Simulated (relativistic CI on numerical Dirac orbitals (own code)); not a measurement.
**Zn: one ion under different settings**

Aim: see what numerical and physical settings do to the SCF, the total energy and the lowest levels of Zn.

The numbers are computed with relativistic CI on numerical Dirac orbitals (own code) version 3 (Dirac-Coulomb-Breit CI, KLI orbitals optimised for each configuration, model QED (radiative potential, 1s self-energy scaled to tabulated hydrogen-like ionisation energies), numerical settings as typed), except any that are marked as measured or tabulated.

## Step 1: The system

- ion: Zn (Zn I)
- nuclear charge: 30
- electrons: 30
- isotope: A = 64

## Step 2: Usual settings

Settings, as recorded:

```ini
atom Zn  Z=30  charge=0  electrons=30
nucleus A=64  rms_radius_fm=3.9283
hamiltonian dirac-coulomb  breit=on  qed=on  c_scale=1
orbitals kli  potential=per-configuration
slater_scale 1
correlation none
mixing on
grid step=0.0125 r_max=201.2
scf mixing=0.4 start=green max_iterations=150 tolerance=2e-08 node_fill=0.05
configurations
  [Ar] 3d10 4s2
  [Ar] 3d10 4s 4p
  [Ar] 3d10 4p2
  [Ar] 3d10 4s 4d
  [Ar] 3d10 4s 5s
end
```

Command:

```bash
python run_levels.py task.json out
```

task.json lists these runs, among others, and the program works through them in turn.

## Step 3: Start potential bare, nuclear radius 5.1068, end of the grid 140.84

Settings, as recorded:

```ini
atom Zn  Z=30  charge=0  electrons=30
nucleus A=64  rms_radius_fm=5.1068
hamiltonian dirac-coulomb  breit=on  qed=on  c_scale=1
orbitals kli  potential=per-configuration
slater_scale 1
correlation none
mixing on
grid step=0.0125 r_max=140.84
scf mixing=0.4 start=bare max_iterations=150 tolerance=2e-08 node_fill=0.05
configurations
  [Ar] 3d10 4s2
  [Ar] 3d10 4s 4p
  [Ar] 3d10 4p2
  [Ar] 3d10 4s 4d
  [Ar] 3d10 4s 5s
end
```

## Step 4: QED terms off

Settings, as recorded:

```ini
atom Zn  Z=30  charge=0  electrons=30
nucleus A=64  rms_radius_fm=3.9283
hamiltonian dirac-coulomb  breit=on  qed=off  c_scale=1
orbitals kli  potential=per-configuration
slater_scale 1
correlation none
mixing on
grid step=0.0125 r_max=201.2
scf mixing=0.4 start=green max_iterations=150 tolerance=2e-08 node_fill=0.05
configurations
  [Ar] 3d10 4s2
  [Ar] 3d10 4s 4p
  [Ar] 3d10 4p2
  [Ar] 3d10 4s 4d
  [Ar] 3d10 4s 5s
end
```

## Step 5: End of the grid 603.6

Settings, as recorded:

```ini
atom Zn  Z=30  charge=0  electrons=30
nucleus A=64  rms_radius_fm=3.9283
hamiltonian dirac-coulomb  breit=on  qed=on  c_scale=1
orbitals kli  potential=per-configuration
slater_scale 1
correlation none
mixing on
grid step=0.0125 r_max=603.6
scf mixing=0.4 start=green max_iterations=150 tolerance=2e-08 node_fill=0.05
configurations
  [Ar] 3d10 4s2
  [Ar] 3d10 4s 4p
  [Ar] 3d10 4p2
  [Ar] 3d10 4s 4d
  [Ar] 3d10 4s 5s
end
```

## Step 6: Potential mixing 0.001

Changes to the settings of step 5:

```diff
@@ -7,4 +7,4 @@
 mixing on
-grid step=0.0125 r_max=603.6
-scf mixing=0.4 start=green max_iterations=150 tolerance=2e-08 node_fill=0.05
+grid step=0.0125 r_max=201.2
+scf mixing=0.001 start=green max_iterations=60 tolerance=2e-08 node_fill=0.05
 configurations
```

## Step 7: Tolerance 1e-14

Changes to the settings of step 6:

```diff
@@ -8,3 +8,3 @@
 grid step=0.0125 r_max=201.2
-scf mixing=0.001 start=green max_iterations=60 tolerance=2e-08 node_fill=0.05
+scf mixing=0.4 start=green max_iterations=71 tolerance=1e-14 node_fill=0.05
 configurations
```

(Steps that only read results are left out.)

Q: Predict the outcome of this session. Wanted: lowest level, usual settings; total energy; first excitation.

As calculated:

| setting | total energy less usual (Ha) | largest shift of a level among the lowest eight of both runs, same label and place (cm⁻¹) | SCF iterations | time | lowest level | kind of change |
| --- | --- | --- | --- | --- | --- | --- |
| usual | 0 | 0 | 59 | 0.3 s | 4s2 1S0 | - |
| start potential bare, nuclear radius 5.1068, end of the grid 140.84 | 0.00574 | 0.273 | 118 | 0.49 s | 4s2 1S0 | unphysical constant |
| QED terms off | -0.511 | 31.6 | 59 | 0.28 s | 4s2 1S0 | model term |
| end of the grid 603.6 | 0 | 0 | 59 | 0.32 s | 4s2 1S0 | numerical |
| potential mixing 0.001 | 0 | 0 | 112 | 0.42 s | 4s2 1S0 | extreme, harmless here |
| tolerance 1e-14 | 0 | 0 | 172 | 0.59 s | 4s2 1S0 | extreme, harmless here |

| quantity | value |
| --- | --- |
| lowest level, usual settings | 4s2 1S0 |
| total energy | -1793.3444 Ha |
| first excitation | 27093 cm⁻¹ |

What this shows: Among the runs whose levels can be followed, they move most under «QED terms off» (model term), by up to 31.6 cm⁻¹. No visible change in the result comes from «end of the grid 603.6» or «potential mixing 0.001» or «tolerance 1e-14». «Tolerance 1e-14» costs 172 SCF iterations against 59. Only the listed configurations are in the model. In a near-neutral ion this small CI can misplace whole configurations by 10,000 cm⁻¹ or more.
